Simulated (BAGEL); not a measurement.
# RI-MP2/cc-pVDZ (density fitting with qzvpp-jkfit) run of CH2BClO2 (SMILES OB1OC1Cl)

What is the energy change on altering one bond length of CH2BClO2 at RI-MP2/cc-pVDZ (density fitting with qzvpp-jkfit)? 

The calculation is run with BAGEL 1.2.2.

## (1) The molecule

The species is CH2BClO2 (7 atoms), meant as a singlet with charge 0. SMILES: `OB1OC1Cl`. Geometry: relaxed at PBE0-D4/def2-TZVP. This is one conformer, not always the lowest.

Bond lengths: O1–B2 1.333 Å, B2–O3 1.346 Å, B2–C4 1.501 Å, O3–C4 1.482 Å, C4–Cl5 1.751 Å, O1–H6 0.963 Å, C4–H7 1.084 Å. Some angles: O1–B2–O3 141.1°, O1–B2–C4 156.4°, O3–B2–C4 62.5°, B2–O3–C4 63.9°, B2–C4–O3 53.6°, B2–C4–Cl5 122.2°, O3–C4–Cl5 114.6°, B2–O1–H6 114.1°, B2–C4–H7 126.8°, O3–C4–H7 112.7°.

## (2) The energy at RI-MP2/cc-pVDZ (density fitting with qzvpp-jkfit)

mp2.json reads:

```json
{ "bagel" : [

{
  "title" : "molecule",
  "basis" : "cc-pvdz.json",
  "df_basis" : "qzvpp-jkfit",
  "angstrom" : true,
  "geometry" : [
    { "atom" : "O", "xyz" : [      -1.069500,       0.083800,       1.473600 ] },
    { "atom" : "B", "xyz" : [      -0.291500,      -0.110200,       0.408800 ] },
    { "atom" : "O", "xyz" : [      -0.164100,      -0.913600,      -0.663800 ] },
    { "atom" : "C", "xyz" : [       0.832700,       0.177100,      -0.543800 ] },
    { "atom" : "Cl", "xyz" : [       0.715300,       1.412400,      -1.778600 ] },
    { "atom" : "H", "xyz" : [      -1.811400,      -0.526600,       1.535200 ] },
    { "atom" : "H", "xyz" : [       1.849700,      -0.190900,      -0.477200 ] }
  ]
},

{ "title" : "hf" },

{ "title" : "mp2", "ncore" : 9 }

]}
```

The basis set cc-pVDZ is read from a file made from the Basis Set Exchange's data (not shown).

On the command line:

```sh
$ BAGEL_NUM_THREADS=1 BAGEL mp2.json > mp2.out
```

The log of the run:

```text
* using 1 threads per process

  ===============================================================
  ===============================================================

  *** Geometry ***

  { "atom" : "O", "xyz" : [     -2.021062,      0.158359,      2.784700 ] },
  { "atom" : "B", "xyz" : [     -0.550855,     -0.208248,      0.772520 ] },
  { "atom" : "O", "xyz" : [     -0.310104,     -1.726454,     -1.254400 ] },
  { "atom" : "C", "xyz" : [      1.573575,      0.334670,     -1.027633 ] },
  { "atom" : "Cl", "xyz" : [      1.351721,      2.669049,     -3.361067 ] },
  { "atom" : "H", "xyz" : [     -3.423050,     -0.995130,      2.901108 ] },
  { "atom" : "H", "xyz" : [      3.495426,     -0.360749,     -0.901777 ] },

  Number of auxiliary basis functions:      468

  Since a DF basis is specified, we compute 2- and 3-index integrals:
    o Being stored without compression. Storage requirement is 0.026 GB

  Number of basis functions:       84
  Number of electrons      :       46

    * METHOD: MOLECULE                             0.36

  *** RHF ***

  === Nuclear Repulsion ===
   194.5269959800

      * DIIS with orbital gradients will be used.

  === RHF iteration (cc-pvdz.json) ===
      0       -672.74451704          0.01694423           0.10
      1       -672.90070440          0.01282857           0.09
      2       -672.99592433          0.00167785           0.09
      3       -672.99800761          0.00079957           0.09
      4       -672.99841680          0.00015956           0.09
      5       -672.99844652          0.00006222           0.09
      6       -672.99845172          0.00002632           0.09
      7       -672.99845286          0.00000689           0.09
      8       -672.99845294          0.00000302           0.09
      9       -672.99845295          0.00000099           0.09
     10       -672.99845295          0.00000048           0.09
     11       -672.99845295          0.00000017           0.09
     12       -672.99845295          0.00000006           0.09
     13       -672.99845295          0.00000002           0.09
     14       -672.99845295          0.00000001           0.09
    * SCF iteration converged.

    * Permanent dipole moment:
           (    0.242557,     0.454652,    -0.802289) a.u.

    * METHOD: HF                                   1.65

  *** RHF ***

  === Nuclear Repulsion ===
   194.5269959800

      * DIIS with orbital gradients will be used.

  === RHF iteration (cc-pvdz.json) ===
      0       -672.99845295          0.00000000           0.09
    * SCF iteration converged.

    * Permanent dipole moment:
           (    0.242557,     0.454652,    -0.802289) a.u.

  === DF-MP2 calculation ===

    * freezing 9 orbitals
    * 3-index integral transformation done
    * assembly done

      MP2 correlation energy:   -0.7148479277      0.06

      MP2 total energy:       -673.7133008817

    * METHOD: MP2                                  0.27

  ===============================================================
```

Run time: 2.5 s. Hardware: 1 thread of Arm Neoverse N1, shared host; peak memory 0.12 GiB.

## (3) The distorted shape, same level

input.json reads:

```json
{ "bagel": [

{
  "title": "molecule",
  "basis": "cc-pvdz.json",
  "df_basis": "qzvpp-jkfit",
  "angstrom": true,
  "geometry": [
    { "atom": "O", "xyz": [      -1.883056,       0.378184,       1.420323 ] },
    { "atom": "B", "xyz": [      -1.105056,       0.184184,       0.355523 ] },
    { "atom": "O", "xyz": [      -0.977656,      -0.619216,      -0.717077 ] },
    { "atom": "C", "xyz": [       0.019144,       0.471484,      -0.597077 ] },
    { "atom": "Cl", "xyz": [      -0.098256,       1.706784,      -1.831877 ] },
    { "atom": "H", "xyz": [      -2.624956,      -0.232216,       1.481923 ] },
    { "atom": "H", "xyz": [       1.849700,      -0.190900,      -0.477200 ] }
  ]
},

{
  "title": "hf"
},

{
  "title": "mp2",
  "ncore": 9
}

]}
```

The basis set cc-pVDZ is read from a file made from the Basis Set Exchange's data (not shown).

On the command line:

```sh
$ BAGEL_NUM_THREADS=1 BAGEL input.json > input.out
```

The log of the run:

```text
* using 1 threads per process

  ===============================================================
  ===============================================================

  *** Geometry ***

  { "atom" : "O", "xyz" : [     -3.558460,      0.714664,      2.684021 ] },
  { "atom" : "B", "xyz" : [     -2.088253,      0.348057,      0.671841 ] },
  { "atom" : "O", "xyz" : [     -1.847502,     -1.170149,     -1.355079 ] },
  { "atom" : "C", "xyz" : [      0.036177,      0.890976,     -1.128312 ] },
  { "atom" : "Cl", "xyz" : [     -0.185677,      3.225354,     -3.461746 ] },
  { "atom" : "H", "xyz" : [     -4.960448,     -0.438825,      2.800429 ] },
  { "atom" : "H", "xyz" : [      3.495426,     -0.360749,     -0.901777 ] },

  Number of auxiliary basis functions:      468

  Since a DF basis is specified, we compute 2- and 3-index integrals:
    o Being stored without compression. Storage requirement is 0.026 GB

  Number of basis functions:       84
  Number of electrons      :       46

    * METHOD: MOLECULE                             0.36

  *** RHF ***

  === Nuclear Repulsion ===
   191.3677139920

      * DIIS with orbital gradients will be used.

  === RHF iteration (cc-pvdz.json) ===
      0       -672.56572877          0.01757306           0.10
      1       -672.72633913          0.01413425           0.09
      2       -672.84485106          0.00198727           0.09
      3       -672.84847366          0.00111948           0.09
      4       -672.84947788          0.00023213           0.09
      5       -672.84958867          0.00009305           0.09
      6       -672.84960709          0.00003868           0.09
      7       -672.84961016          0.00001186           0.09
      8       -672.84961040          0.00000635           0.09
      9       -672.84961046          0.00000236           0.09
     10       -672.84961047          0.00000108           0.09
     11       -672.84961047          0.00000046           0.09
     12       -672.84961047          0.00000019           0.09
     13       -672.84961047          0.00000009           0.09
     14       -672.84961047          0.00000004           0.09
     15       -672.84961047          0.00000002           0.09
     16       -672.84961047          0.00000001           0.09
    * SCF iteration converged.

    * Permanent dipole moment:
           (    0.664450,     0.290948,    -0.694535) a.u.

    * METHOD: HF                                   1.83

  *** RHF ***

  === Nuclear Repulsion ===
   191.3677139920

      * DIIS with orbital gradients will be used.

  === RHF iteration (cc-pvdz.json) ===
      0       -672.84961047          0.00000001           0.09
    * SCF iteration converged.

    * Permanent dipole moment:
           (    0.664450,     0.290948,    -0.694535) a.u.

  === DF-MP2 calculation ===

    * freezing 9 orbitals
    * 3-index integral transformation done
    * assembly done

      MP2 correlation energy:   -0.7375746603      0.07

      MP2 total energy:       -673.5871851295

    * METHOD: MP2                                  0.27

  ===============================================================
```

Wall time 2.6 s (1 thread of Arm Neoverse N1, shared host); peak memory 0.11 GiB.

## (4) Results

At RI-MP2/cc-pVDZ (density fitting with qzvpp-jkfit), 9 core orbitals frozen:

```
                                                         quantity          value
                                        first shape: total energy  -673.71330 Eh
         first shape: correlation energy (9 core orbitals frozen)     -714.8 mEh
                                    distorted shape: total energy  -673.58719 Eh
     distorted shape: correlation energy (9 core orbitals frozen)     -737.6 mEh
energy change with the C4–H7 bond stretched from 1.084 to 1.950 Å       3.432 eV
```

With the C4–H7 bond stretched from 1.084 to 1.950 Å the energy rises by 3.43 eV (79 kcal/mol). The first shape isn't relaxed at this level, so the change isn't measured from a minimum. A restricted reference can't describe the breaking bond well at this length.
